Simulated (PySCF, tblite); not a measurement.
**GeN3H7, a small molecule taken as a stand-in for a surface group (Ge site with back bonds N, N, N): NMR shifts, core binding energies and electronic excitations**

Aim: the NMR shifts, core binding energies and electronic excitations of `[NH2][GeH]([NH2])[NH2]`.

Programs: tblite 0.8.0 and PySCF 2.14.0. All values are calculated, for the isolated system unless a continuum is named. Atoms count from 0, parts from 1.

## 1. The system as given

11 atoms, charge 0, multiplicity 1; geometry: distance geometry start.

## 2. Geometry optimisation with GFN2-xTB

What the job is given:

```
{"job": {"kind": "relax", "xc": "GFN2-xTB", "basis": "xTB"}, "charge": 0, "multiplicity": 1}
Ge     0.979411     0.702355     0.262555
N      0.820603     1.228125     2.110355
N      1.723007     2.149867    -0.724461
N     -0.741142     0.276933    -0.429690
H      1.887539    -0.503102     0.170890
H      0.229413     2.048959     2.273396
H      0.741387     0.479528     2.779867
H      1.094110     2.902757    -0.992953
H      2.401862     1.908341    -1.424316
H     -1.533958     0.671574     0.091025
H     -0.845701    -0.689592    -0.745206
```

Level: GFN2-xTB geometry optimisation, gas phase.

The run is started by

```
> OMP_NUM_THREADS=1 python cluster_run.py task.json out
```

One launch serves the whole session: the jobs run in the order shown.

Standard output:

```text
step      E/eV     max force
  0    -387.51946    1.743
  1    -387.64268    0.945
  2    -387.77475    0.708
  3    -387.79996    0.522
  4    -387.81863    0.275
  5    -387.82591    0.239
  6    -387.83467    0.352
  7    -387.84279    0.378
  8    -387.85001    0.225
  9    -387.85216    0.108
 10    -387.85285    0.067
 11    -387.85336    0.098
 12    -387.85435    0.111
 13    -387.85523    0.096
 14    -387.85585    0.060
 15    -387.85640    0.070
 16    -387.85731    0.119
 17    -387.85886    0.177
 18    -387.86105    0.204
 19    -387.86340    0.192
 20    -387.86517    0.107
 21    -387.86607    0.088
 22    -387.86718    0.104
 23    -387.86882    0.094
 24    -387.87042    0.093
 25    -387.87128    0.071
 26    -387.87204    0.113
 27    -387.87298    0.107
 28    -387.87412    0.124
 29    -387.87546    0.152
 30    -387.87733    0.160
 31    -387.87935    0.157
 32    -387.88124    0.116
 33    -387.88398    0.140
 34    -387.88868    0.187
 35    -387.87642    0.910
 36    -387.89323    0.212
 37    -387.89667    0.171
 38    -387.89726    0.777
 39    -387.90369    0.128
 40    -387.90700    0.125
 41    -387.89911    0.956
 42    -387.91116    0.128
 43    -387.91294    0.172
 44    -387.91286    0.658
 45    -387.91706    0.219
 46    -387.91868    0.212
 47    -387.92028    0.433
 48    -387.92431    0.106
 49    -387.92535    0.078
 50    -387.92637    0.171
 51    -387.92724    0.113
 52    -387.93006    0.125
 53    -387.93309    0.136
 54    -387.93506    0.130
 55    -387.93631    0.099
 56    -387.93846    0.124
 57    -387.94087    0.149
 58    -387.94349    0.178
 59    -387.94686    0.165
 60    -387.95016    0.325
 61    -387.95510    0.286
 62    -387.96105    0.399
 63    -387.96976    0.357
 64    -387.96959    0.539
 65    -387.97578    0.232
 66    -387.97850    0.316
 67    -387.98089    0.196
 68    -387.98304    0.247
 69    -387.98565    0.179
 70    -387.98733    0.137
 71    -387.98940    0.123
 72    -387.99060    0.114
 73    -387.99290    0.116
 74    -387.99472    0.099
 75    -387.99596    0.148
 76    -387.99721    0.105
 77    -387.99809    0.080
 78    -387.99941    0.113
 79    -387.99995    0.103
 80    -388.00072    0.090
 81    -388.00196    0.081
 82    -388.00304    0.101
 83    -388.00483    0.127
 84    -388.00671    0.235
 85    -388.00759    0.152
 86    -388.00918    0.123
 87    -388.01001    0.102
 88    -388.01078    0.081
 89    -388.01132    0.083
 90    -388.01190    0.059
 91    -388.01217    0.050
 92    -388.01243    0.043
 93    -388.01260    0.043
 94    -388.01277    0.037
 95    -388.01289    0.031
 96    -388.01300    0.042
 97    -388.01316    0.064
 98    -388.01336    0.076
 99    -388.01356    0.068
100    -388.01373    0.043
101    -388.01389    0.031
102    -388.01404    0.029
103    -388.01417    0.029
104    -388.01427    0.029
105    -388.01440    0.030
106    -388.01459    0.036
107    -388.01487    0.056
108    -388.01518    0.070
109    -388.01548    0.063
110    -388.01570    0.039
111    -388.01583    0.025
112    -388.01589    0.019
113    -388.01594    0.026
114    -388.01597    0.016
115    -388.01600    0.013
116    -388.01602    0.012
117    -388.01604    0.012
118    -388.01605    0.011
119    -388.01607    0.011
120    -388.01610    0.013
121    -388.01612    0.011
122    -388.01614    0.009
123    -388.01615    0.008
```

It took 0.91 s on 1 thread of Arm Neoverse V2, shared host.

The steps of the relaxation:

| step | energy from step 0 (eV) | largest force (eV/Å) |
| --- | --- | --- |
| 0 | 0.0000 | 1.7425 |
| 5 | -0.3065 | 0.2391 |
| 10 | -0.3334 | 0.0675 |
| 15 | -0.3369 | 0.0699 |
| 20 | -0.3457 | 0.1074 |
| 25 | -0.3518 | 0.0710 |
| 30 | -0.3579 | 0.1606 |
| 35 | -0.3570 | 0.9101 |
| 40 | -0.3875 | 0.1251 |
| 45 | -0.3976 | 0.2186 |
| 50 | -0.4069 | 0.1708 |
| 55 | -0.4169 | 0.0987 |
| 60 | -0.4307 | 0.3257 |
| 65 | -0.4563 | 0.2328 |
| 70 | -0.4679 | 0.1366 |
| 75 | -0.4765 | 0.1473 |
| 80 | -0.4813 | 0.0901 |
| 85 | -0.4881 | 0.1517 |
| 90 | -0.4924 | 0.0588 |
| 95 | -0.4934 | 0.0300 |
| 100 | -0.4943 | 0.0432 |
| 105 | -0.4949 | 0.0305 |
| 110 | -0.4962 | 0.0396 |
| 115 | -0.4965 | 0.0132 |
| 120 | -0.4966 | 0.0122 |
| 123 | -0.4967 | 0.0081 |

Distances of close pairs at the start and the end, largest changes first:

| bond | before (Å) | after (Å) | change (Å) |
| --- | --- | --- | --- |
| Ge0–N1 | 1.928 | 1.810 | -0.118 |
| Ge0–N2 | 1.903 | 1.825 | -0.078 |
| Ge0–N3 | 1.903 | 1.829 | -0.074 |
| N3–H9 | 1.027 | 1.009 | -0.018 |
| N1–H5 | 1.025 | 1.010 | -0.015 |
| N3–H10 | 1.022 | 1.010 | -0.012 |
| N2–H7 | 1.017 | 1.011 | -0.006 |
| N2–H8 | 1.004 | 1.009 | +0.004 |

## 3. Optimising the geometry at PBE0-D3(BJ)/def2-SVP

What the job is given:

```
{"job": {"xc": "PBE0", "basis": "def2-SVP", "d3": "d3bj", "grid": 2, "kind": "geom", "shake": 0.01}, "charge": 0, "multiplicity": 1}
Ge     0.348343    -0.347458     0.026711
N      0.030195     0.098682     1.755011
N      0.976253     1.078894    -0.942292
N     -1.295353    -0.794936    -0.592220
H      1.395989    -1.389977    -0.012608
H      0.802908     0.563577     2.221341
H     -0.789113     0.643740     1.930495
H      0.368657     1.854444    -1.075747
H      1.406856     0.867129    -1.808480
H     -1.828315    -1.435097     0.028027
H     -1.383735    -1.167499    -1.519938
```

Standard output:

```text
step   0  E = -2244.66795539  max force = 0.024214
step   1  E = -2244.67244948  max force = 0.007550
step   2  E = -2244.67270155  max force = 0.001159
step   3  E = -2244.67274377  max force = 0.000695
step   4  E = -2244.67279276  max force = 0.001121
step   5  E = -2244.67284784  max force = 0.001253
step   6  E = -2244.67288915  max force = 0.000848
step   7  E = -2244.67290811  max force = 0.000358
step   8  E = -2244.67291788  max force = 0.000530
step   9  E = -2244.67292594  max force = 0.000440
step  10  E = -2244.67293339  max force = 0.000342
optimisation converged
```

Wall time 61 s (1 thread of Arm Neoverse V2, shared host); peak memory 0.58 GiB.

Relaxation path:

| step | energy from step 0 (eV) | largest force component (eV/Å) |
| --- | --- | --- |
| 0 | 0.0000 | 1.2451 |
| 1 | -0.1223 | 0.3882 |
| 2 | -0.1291 | 0.0596 |
| 3 | -0.1303 | 0.0357 |
| 4 | -0.1316 | 0.0576 |
| 5 | -0.1331 | 0.0644 |
| 6 | -0.1343 | 0.0436 |
| 7 | -0.1348 | 0.0184 |
| 8 | -0.1350 | 0.0273 |
| 9 | -0.1353 | 0.0226 |
| 10 | -0.1355 | 0.0176 |

Close pairs (by a distance rule), those that changed most:

| bond | before (Å) | after (Å) | change (Å) |
| --- | --- | --- | --- |
| Ge0–H4 | 1.478 | 1.545 | +0.067 |
| N2–H8 | 0.990 | 1.015 | +0.025 |
| N3–H9 | 1.039 | 1.017 | -0.022 |
| N2–H7 | 0.994 | 1.016 | +0.022 |
| Ge0–N3 | 1.812 | 1.832 | +0.019 |
| N1–H6 | 1.000 | 1.017 | +0.018 |
| Ge0–N1 | 1.813 | 1.827 | +0.014 |
| N3–H10 | 1.004 | 1.016 | +0.012 |

The end geometry stands in the next job.

| at the end point | value |
| --- | --- |
| point group (found at 0.08 Å tolerance) | C1 |
| rotational constants (GHz, main isotopes) | 5.710, 5.004, 3.272 |
| dipole moment (D) | 1.32 |

## 4. Shielding tensors: PBE0/pcSseg-2

What the job is given:

```
{"job": {"kind": "nmr", "xc": "PBE0", "basis": "pcSseg-2"}, "charge": 0, "multiplicity": 1}
Ge     0.335807    -0.321788     0.009324
N      0.046116     0.084586     1.766539
N      0.914982     1.068155    -1.032964
N     -1.335262    -0.819810    -0.552197
H      1.471480    -1.368738    -0.038197
H      0.875900     0.388253     2.268815
H     -0.687029     0.775613     1.906081
H      0.195153     1.701952    -1.368537
H      1.537101     0.824495    -1.797387
H     -1.769900    -1.551036     0.004530
H     -1.405584    -1.063146    -1.535930
```

With the program's defaults for keys left out, this is: GIAO PBE0/pcSseg-2 NMR shielding, non-relativistic, gas phase.

Standard output:

```text
coarse grid: 40080 points
cycle   1  E = -2245.0439882173  dE = -4.938e-01  |g| = 1.200e+00  |ddm| = 2.216e+00
cycle   2  E = -2244.9013921822  dE =  1.426e-01  |g| = 1.517e+00  |ddm| = 1.154e+00
cycle   3  E = -2245.1770169807  dE = -2.756e-01  |g| = 1.169e-01  |ddm| = 7.577e-01
cycle   4  E = -2245.1793856371  dE = -2.369e-03  |g| = 4.377e-02  |ddm| = 8.762e-02
cycle   5  E = -2245.1796921767  dE = -3.065e-04  |g| = 7.376e-03  |ddm| = 2.483e-02
cycle   6  E = -2245.1797009036  dE = -8.727e-06  |g| = 2.321e-03  |ddm| = 6.458e-03
final grid: 83624 points
cycle   7  E = -2245.1796709438  dE =  1.304e-06  |g| = 3.422e-03  |ddm| = 4.138e-03
cycle   8  E = -2245.1796671666  dE =  3.777e-06  |g| = 5.460e-03  |ddm| = 5.230e-03
cycle   9  E = -2245.1796734237  dE = -6.257e-06  |g| = 1.989e-04  |ddm| = 3.194e-03
cycle  10  E = -2245.1796734322  dE = -8.497e-09  |g| = 4.573e-05  |ddm| = 1.764e-04
cycle  11  E = -2245.1796734326  dE = -3.156e-10  |g| = 3.753e-06  |ddm| = 2.347e-05
converged SCF energy = -2245.1796734326

GIAO shielding tensors (ppm)
atom      isotropic    diamagn.    paramagn.     s11        s22        s33       span
  0 Ge    1308.398    2756.517   -1448.119   1198.498   1337.532   1389.164    190.666
  1 N      237.641     313.962     -76.321    212.770    238.112    262.040     49.270
  2 N      235.159     314.919     -79.761    210.091    226.360    269.025     58.934
  3 N      240.012     311.570     -71.558    201.282    254.870    263.884     62.602
  4 H       25.907      29.727      -3.820     19.850     20.477     37.394     17.544
  5 H       31.244      30.780       0.464     23.904     26.447     43.381     19.477
  6 H       31.033      31.520      -0.488     24.159     27.351     41.587     17.428
  7 H       31.085      31.773      -0.688     24.155     26.987     42.114     17.959
  8 H       30.800      31.282      -0.482     23.869     25.924     42.607     18.738
  9 H       31.006      30.606       0.400     23.044     26.841     43.133     20.089
 10 H       31.462      31.206       0.256     24.114     27.111     43.161     19.047
```

Wall time 33 s (1 thread of Arm Neoverse V2, shared host); peak memory 1.1 GiB.

Shifts follow as δ = σ(reference) − σ, with reference shieldings (ppm) from runs at the same level and on the same kind of geometry: 1H TMS 31.25, 15N NH3 261.7, 73Ge GeMe4 1337. The references are single molecules in the gas phase, so shifts against H2O, NH3, PH3, H3PO4 or CFCl3 are not on the usual liquid scales and can be off by tens of ppm.

| atoms | environment | σ (ppm) | δ (ppm) |
| --- | --- | --- | --- |
| H4 | hydrogen on a germanium bonded to 3 N | 25.91 | 5.34 |
| H8 | hydrogen on a nitrogen bonded to Ge | 30.80 | 0.45 |
| H9 | hydrogen on a nitrogen bonded to Ge | 31.01 | 0.24 |
| H6 | hydrogen on a nitrogen bonded to Ge | 31.03 | 0.21 |
| H7 | hydrogen on a nitrogen bonded to Ge | 31.09 | 0.16 |
| H5 | hydrogen on a nitrogen bonded to Ge | 31.24 | 0.00 |
| H10 | hydrogen on a nitrogen bonded to Ge | 31.46 | -0.22 |
| Ge0 | germanium bonded to 3 N, H | 1308 | 29 |
| N2 | nitrogen bonded to Ge, 2 H | 235.2 | 26.5 |
| N1 | nitrogen bonded to Ge, 2 H | 237.6 | 24.0 |
| N3 | nitrogen bonded to Ge, 2 H | 240.0 | 21.7 |

Charges from the same density, by scheme (e):

| atoms | Mulliken | IAO | Hirshfeld | ESP fit |
| --- | --- | --- | --- | --- |
| Ge0 | 0.68 | 1.10 | 0.48 | 0.97 |
| N1 | -0.46 | -0.84 | -0.34 | -1.01 |
| N2 | -0.48 | -0.85 | -0.35 | -1.05 |
| N3 | -0.48 | -0.85 | -0.34 | -0.90 |

Mayer bond orders: Ge0–N1 1.05, Ge0–N2 1.01, Ge0–N3 1.02.

## 5. Core holes by ΔSCF: SCAN, X2C

Settings changed since step 4:

```diff
@@ -1,2 +1,2 @@
-{"job": {"kind": "nmr", "xc": "PBE0", "basis": "pcSseg-2"}, "charge": 0, "multiplicity": 1}
+{"job": {"kind": "xps", "holes": 5}, "charge": 0, "multiplicity": 1}
 Ge     0.335807    -0.321788     0.009324
```

Method: delta-SCF UKS SCAN, pcX-2 on the ionised atom, pcseg-1 elsewhere, spin-free X2C.

Standard output:

```text
ground state, core basis on atom 1 (N), 135 functions
  cycle   1  E = -2262.33993635  |g| = 7.55e-01
  cycle   2  E = -2262.12114373  |g| = 1.22e+00
  cycle   3  E = -2262.46147341  |g| = 7.13e-02
  cycle   4  E = -2262.46259991  |g| = 3.76e-02
  cycle   5  E = -2262.46286730  |g| = 1.60e-02
  cycle   6  E = -2262.46292923  |g| = 2.90e-03
  cycle   7  E = -2262.46293042  |g| = 6.60e-04
  cycle   8  E = -2262.46292478  |g| = 2.07e-04
  E(ground) = -2262.60279727 Eh
hole in N 1s of atom 1
  cycle   1  E = -2246.90467728  |g| = 1.86e+00
  cycle   2  E = -2245.97700924  |g| = 2.18e+00
  cycle   3  E = -2247.48258649  |g| = 5.42e-01
  cycle   4  E = -2247.53321055  |g| = 3.93e-01
  cycle   5  E = -2247.60553743  |g| = 7.55e-02
  cycle   6  E = -2247.60775391  |g| = 2.56e-02
  cycle   7  E = -2247.60802022  |g| = 1.06e-02
  cycle   8  E = -2247.60807698  |g| = 2.39e-03
  cycle   9  E = -2247.60808035  |g| = 8.26e-04
  cycle  10  E = -2247.60808144  |g| = 3.10e-04
  E(ion) = -2247.74736325 Eh   <S^2> = 0.7655   hole on atom = 1.000   binding energy = 404.237 eV
ground state, core basis on atom 2 (N), 135 functions
  cycle   1  E = -2262.46223647  |g| = 7.46e-02
  cycle   2  E = -2262.46219874  |g| = 2.67e-02
  cycle   3  E = -2262.46206531  |g| = 3.65e-02
  cycle   4  E = -2262.46235157  |g| = 3.56e-03
  cycle   5  E = -2262.46235133  |g| = 8.45e-04
  cycle   6  E = -2262.46235354  |g| = 2.22e-04
  E(ground) = -2262.60270761 Eh
hole in N 1s of atom 2
  cycle   1  E = -2246.90311600  |g| = 1.86e+00
  cycle   2  E = -2245.85255753  |g| = 2.24e+00
  cycle   3  E = -2247.45214985  |g| = 5.94e-01
  cycle   4  E = -2247.51978404  |g| = 4.32e-01
  cycle   5  E = -2247.60699584  |g| = 7.60e-02
  cycle   6  E = -2247.60935221  |g| = 2.25e-02
  cycle   7  E = -2247.60953861  |g| = 1.28e-02
  cycle   8  E = -2247.60962328  |g| = 2.65e-03
  cycle   9  E = -2247.60962546  |g| = 8.78e-04
  cycle  10  E = -2247.60962771  |g| = 3.37e-04
  E(ion) = -2247.74901173 Eh   <S^2> = 0.7657   hole on atom = 1.000   binding energy = 404.190 eV
ground state, core basis on atom 3 (N), 135 functions
  cycle   1  E = -2262.46231566  |g| = 7.48e-02
  cycle   2  E = -2262.46225290  |g| = 2.88e-02
  cycle   3  E = -2262.46209302  |g| = 3.90e-02
  cycle   4  E = -2262.46243243  |g| = 3.22e-03
  cycle   5  E = -2262.46243772  |g| = 5.81e-04
  cycle   6  E = -2262.46243703  |g| = 1.22e-04
  E(ground) = -2262.60273475 Eh
hole in N 1s of atom 3
  cycle   1  E = -2246.90067824  |g| = 1.86e+00
  cycle   2  E = -2246.01992254  |g| = 2.17e+00
  cycle   3  E = -2247.47569943  |g| = 5.50e-01
  cycle   4  E = -2247.51406700  |g| = 4.31e-01
  cycle   5  E = -2247.60313197  |g| = 8.19e-02
  cycle   6  E = -2247.60537423  |g| = 4.71e-02
  cycle   7  E = -2247.60639562  |g| = 7.19e-03
  cycle   8  E = -2247.60642592  |g| = 2.08e-03
  cycle   9  E = -2247.60642990  |g| = 6.75e-04
  cycle  10  E = -2247.60642869  |g| = 2.09e-04
  E(ion) = -2247.74629120 Eh   <S^2> = 0.7658   hole on atom = 1.000   binding energy = 404.264 eV
```

Wall time 16 s (1 thread of Arm Neoverse V2, shared host); peak memory 0.44 GiB.

Binding energies by hole, beside the orbital energy of the ground state; the difference holds orbital relaxation and, for a density functional, its self-interaction error:

| hole | stands for | environment | ΔSCF (eV) | −ε (eV) | ⟨S²⟩ |
| --- | --- | --- | --- | --- | --- |
| N1s on N1 | N1 | nitrogen bonded to Ge, 2 H | 404.24 | 385.2 | 0.765 |
| N1s on N2 | N2 | nitrogen bonded to Ge, 2 H | 404.19 | 385.2 | 0.766 |
| N1s on N3 | N3 | nitrogen bonded to Ge, 2 H | 404.26 | 385.3 | 0.766 |

## 6. Ultraviolet spectrum: CAM-B3LYP/def2-SVPD

Settings changed since step 5:

```diff
@@ -1,2 +1,2 @@
-{"job": {"kind": "xps", "holes": 5}, "charge": 0, "multiplicity": 1}
+{"job": {"kind": "uv", "xc": "CAM-B3LYP", "basis": "def2-SVPD", "nstates": 6, "ntriplets": 2, "ip": true}, "charge": 0, "multiplicity": 1}
 Ge     0.335807    -0.321788     0.009324
```

Method: TDDFT CAM-B3LYP/def2-SVPD, vertical, gas phase, core orbitals frozen in the response.

Standard output:

```text
coarse grid: 40080 points
cycle   1  E = -2245.0999649264  dE = -4.390e-01  |g| = 7.086e-01  |ddm| = 4.165e+00
cycle   2  E = -2245.0751308381  dE =  2.483e-02  |g| = 8.189e-01  |ddm| = 3.048e+00
cycle   3  E = -2245.1942491190  dE = -1.191e-01  |g| = 3.254e-02  |ddm| = 1.315e+00
cycle   4  E = -2245.1944951767  dE = -2.461e-04  |g| = 1.504e-02  |ddm| = 1.157e-01
cycle   5  E = -2245.1945327984  dE = -3.762e-05  |g| = 5.444e-03  |ddm| = 2.756e-02
cycle   6  E = -2245.1945378773  dE = -5.079e-06  |g| = 1.245e-03  |ddm| = 1.915e-02
final grid: 83624 points
cycle   7  E = -2245.1944883193  dE =  9.921e-08  |g| = 1.525e-03  |ddm| = 5.707e-03
cycle   8  E = -2245.1944879586  dE =  3.607e-07  |g| = 2.012e-03  |ddm| = 5.285e-03
cycle   9  E = -2245.1944888216  dE = -8.630e-07  |g| = 2.966e-05  |ddm| = 2.886e-03
cycle  10  E = -2245.1944888220  dE = -4.011e-10  |g| = 1.401e-05  |ddm| = 2.292e-04
converged SCF energy = -2245.1944888220

Static polarisability (au): isotropic 56.238, principal 52.866 57.326 58.524

Singlet excitations
state   eV       nm        f      main configurations
  1   6.4789    191.4   0.04452   H->L 0.75
  2   6.5747    188.6   0.03618   H-1->L 0.76
  3   6.8270    181.6   0.08461   H-2->L 0.48, H->L+1 0.19, H->L+2 0.12
  4   7.5888    163.4   0.00301   H->L+1 0.56, H-2->L 0.13
  5   7.7353    160.3   0.00547   H->L+2 0.49, H-1->L+2 0.20, H-2->L 0.09
  6   7.8162    158.6   0.01762   H-1->L+2 0.60, H-2->L 0.14, H->L+2 0.12

Triplet excitations (Tamm-Dancoff, eV): 6.1127 6.1731
Vertical ionisation energy (delta-SCF) = 9.5307 eV
```

Run time: 1.9 min. Hardware: 1 thread of Arm Neoverse V2, shared host; peak memory 0.8 GiB.

Frontier orbitals and where they lie:

| orbital | eV | atoms |
| --- | --- | --- |
| HOMO−3 | -11.37 | Ge0 30 %, H4 27 %, N1 15 % |
| HOMO−2 | -9.05 | N1 38 %, N2 28 %, Ge0 12 % |
| HOMO−1 | -8.85 | N3 53 %, N2 16 %, Ge0 12 % |
| HOMO | -8.65 | N1 34 %, N2 32 %, N3 12 % |
| LUMO | 0.99 | Ge0 45 %, H10 9 %, H8 8 % |
| LUMO+1 | 1.85 | Ge0 21 %, H5 14 %, H4 12 % |
| LUMO+2 | 1.96 | Ge0 18 %, H8 15 %, N2 12 % |

With each of the 6 states as a Gaussian band of 0.4 eV half-width at 1/e, the curve within the window shown has maxima at 186 nm (ε 5,800), 160 nm (ε 1,000) L/(mol cm). Beyond the last state computed it falls off for lack of states. The curve at chosen wavelengths:

(nm, ε (L/mol/cm)): (153, 517), (155, 740), (158, 988), (160, 1037), (162, 994), (165, 877), (167, 879), (169, 1036), (172, 1654), (174, 2315), (176, 3109), (179, 4338), (181, 5027), (183, 5512), (185, 5743), (188, 5600), (190, 5220), (192, 4675), (195, 3688), (197, 3007), (199, 2366), (202, 1548), (204, 1119), (206, 784), (209, 434), (211, 282)

Ground-state properties from the same run:

| property | computed |
| --- | --- |
| dipole moment (D) | 1.26 |
| polarisability (Å³) | 8.33 |
| HOMO–LUMO gap (eV) | 9.64 |
| −ε(HOMO) (eV) | 8.65 |

## 7. Summary of results

```
                                 quantity                                          value
                              point group                                             C1
     rotational constants (main isotopes)                           5.71, 5.00, 3.27 GHz
    1H shifts against TMS (PBE0/pcSseg-2)  5.34, 0.45, 0.24, 0.21, 0.16, 0.00, -0.22 ppm
73Ge shifts against GeMe4 (PBE0/pcSseg-2)                                         29 ppm
   15N shifts against NH3 (PBE0/pcSseg-2)                           26.5, 24.0, 21.7 ppm
         N1s binding energies, SCAN/pcX-2             N3 404.26, N1 404.24, N2 404.19 eV
     lowest singlet (CAM-B3LYP/def2-SVPD)                    6.48 eV (191 nm), f = 0.045
 brightest single state of those computed                    state 3, 6.83 eV, f = 0.085
                           lowest triplet                                        6.11 eV
        vertical ionisation energy (ΔSCF)                                        9.53 eV
```

In words: The start of the PBE0/def2-SVP relaxation was shaken at random by about 0.01 Å, so part of the energy gained, and of the first lengths quoted, undoes that. Over 10 steps the energy fell by 0.135 eV; of the close pairs, Ge0–H4 changed most, 1.478 to 1.545 Å (PBE0/def2-SVP). No frequency check was run at this level, so the end point may be a saddle. At PBE0/pcSseg-2: Shielding is most anisotropic at Ge0 (span 191 ppm, paramagnetic term -1448 ppm). At SCAN/pcX-2: the N1s levels computed lie within 0.07 eV of one another, too close to rank. The lowest singlet, at 6.48 eV, is HOMO→LUMO 0.75 and is weak; of the 6 states computed, the strongest absorption comes from state 3 at 6.83 eV. The lowest triplet lies 0.37 eV below the lowest singlet (triplets in Tamm-Dancoff, singlets in full TDDFT). The orbital energy would give 8.65 eV for ionisation, ΔSCF gives 9.53 eV. Spin-orbit coupling is left out, which matters for shieldings and couplings at and beside the heavy atoms. A capped cluster stands for the solid here, so long-range fields and strain are missing, and bands or shifts of the capping hydrogens have no counterpart in it.
